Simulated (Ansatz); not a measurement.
# C₃H₅AlO₄: one species, many methods

The task here is to estimate one member of a computed series from the others.

The runs use Ansatz 0.2.0, Gaussian basis; functionals in def2-TZVPP, the program's frozen cores in correlated methods.

Plan: LDA (SPW92), PBE-D4, revPBE-D4, BLYP-D4, r2SCAN-D4, B97M-V, PBE0-D4, B3LYP-D4, r2SCANh-D4, r2SCAN0-D4, HSE06-D4, BHLYP-D4, CAM-B3LYP-D4, LC-ωPBE, ωB97X-V, ωB97M-V, B2PLYP, PBE-QIDH; CCSD(T)/def2-SVP; MP2/def2-TZVPP; MP2/def2-QZVPP; RPA on PBE.

## The relaxed structure

All runs share one geometry, relaxed beforehand with PBE0-D4 in a triple-zeta def2 set.

SMILES `[OH][Al-]1([OH])[O]C=CC=[O+]1`, 13 atoms, charge 0, spin multiplicity 1.

Atoms are counted from 1 here; the program's logs count them from 0.

Bond lengths: O1–Al2 1.699 Å, O1–H9 0.953 Å, Al2–O3 1.698 Å, Al2–O4 1.832 Å, Al2–O8 1.832 Å, O3–H10 0.954 Å, O4–C5 1.266 Å, C5–C6 1.389 Å, C5–H11 1.095 Å, C6–C7 1.389 Å, C6–H12 1.080 Å, C7–O8 1.266 Å, C7–H13 1.095 Å. Angles: Al2–O1–H9 125.3°, O1–Al2–O3 118.2°, O1–Al2–O4 112.4°, O1–Al2–O8 112.3°, O3–Al2–O4 108.3°, O3–Al2–O8 108.4°, O4–Al2–O8 94.7°, Al2–O3–H10 121.8°, Al2–O4–C5 126.2°, O4–C5–C6 125.6°, O4–C5–H11 115.7°, C6–C5–H11 118.7°, C5–C6–C7 121.2°, C5–C6–H12 119.4°, C7–C6–H12 119.4°, C6–C7–O8 125.6°, C6–C7–H13 118.7°, O8–C7–H13 115.7° and more.

The first run:

in.yaml

```yaml
crystal:
  periodic: [false, false, false]
  atoms:
    - {symbol: O, position_ang: [0.907012, 1.086548, 2.274348]}
    - {symbol: Al, position_ang: [1.009437, 0.348236, 0.748060]}
    - {symbol: O, position_ang: [2.551125, 0.025946, 0.113369]}
    - {symbol: O, position_ang: [0.038791, 1.240674, -0.524171]}
    - {symbol: C, position_ang: [-0.874449, 0.747896, -1.248585]}
    - {symbol: C, position_ang: [-1.374114, -0.544858, -1.152707]}
    - {symbol: C, position_ang: [-0.898690, -1.431219, -0.194429]}
    - {symbol: O, position_ang: [0.011977, -1.185615, 0.649420]}
    - {symbol: H, position_ang: [0.096978, 1.306390, 2.725951]}
    - {symbol: H, position_ang: [3.347874, 0.244537, 0.590854]}
    - {symbol: H, position_ang: [-1.297304, 1.419480, -2.002451]}
    - {symbol: H, position_ang: [-2.158145, -0.861501, -1.825277]}
    - {symbol: H, position_ang: [-1.340192, -2.431316, -0.139481]}
basis:
  gaussian: {orbitals: def2-TZVPP}
hamiltonian: {xc: lda}
output: {orbitals: {seedname: orbitals}}
```

Started as:

```console
$ ansatz run in.yaml --threads 4 --pin off --events-out ev --progress --plain --max-ram 11315MiB
```

Among the steps run: LDA; PBE-D4 (GGA); revPBE-D4 (GGA); BLYP-D4 (GGA); r2SCAN-D4 (meta-GGA); B97M-V (meta-GGA); B3LYP-D4 (hybrid); r2SCANh-D4 (hybrid); r2SCAN0-D4 (hybrid); HSE06-D4 (hybrid); BHLYP-D4 (hybrid); CAM-B3LYP-D4 (range-separated); LC-ωPBE (range-separated); ωB97X-V (range-separated); ωB97M-V (range-separated); B2PLYP (double hybrid); PBE-QIDH (double hybrid).

One table of the session follows, with a row left open; its other results are not shown here.

It belongs to the step «Frontier levels by functional». 

| functional | HOMO (eV) | LUMO (eV) | gap (eV) |
| --- | --- | --- | --- |
| LDA (SPW92) | -6.76 | -3.57 | 3.19 |
| PBE-D4 | -6.54 | -3.31 | 3.23 |
| revPBE-D4 | -6.45 | -3.21 | 3.24 |
| BLYP-D4 | -6.42 | -3.18 | 3.24 |
| r2SCAN-D4 | ? | ? | ? |
| B97M-V | -6.93 | -3.10 | 3.83 |
| PBE0-D4 | -7.88 | -2.43 | 5.45 |
| B3LYP-D4 | -7.68 | -2.65 | 5.03 |
| r2SCANh-D4 | -7.41 | -2.87 | 4.54 |
| r2SCAN0-D4 | -8.06 | -2.36 | 5.69 |
| HSE06-D4 | -7.48 | -2.81 | 4.67 |
| BHLYP-D4 | -8.89 | -1.39 | 7.50 |
| CAM-B3LYP-D4 | -9.16 | -1.33 | 7.83 |
| LC-ωPBE | -10.41 | -0.22 | 10.19 |
| ωB97X-V | -10.08 | -0.23 | 9.85 |
| ωB97M-V | -10.01 | -0.29 | 9.72 |

**Question.** Estimate the row for r2SCAN-D4.

Worked estimate for «HOMO (eV)». Against the share of exact exchange, r2SCANh-D4 (0.1, -7.41), r2SCAN0-D4 (0.25, -8.06) give a slope of -4.33 per unit share; at 0 the line stands at -6.98.

**Answer.** HOMO (eV): -6.88; LUMO (eV): -3.19; gap (eV): 3.68. In «HOMO (eV)» the line misses by -0.10.
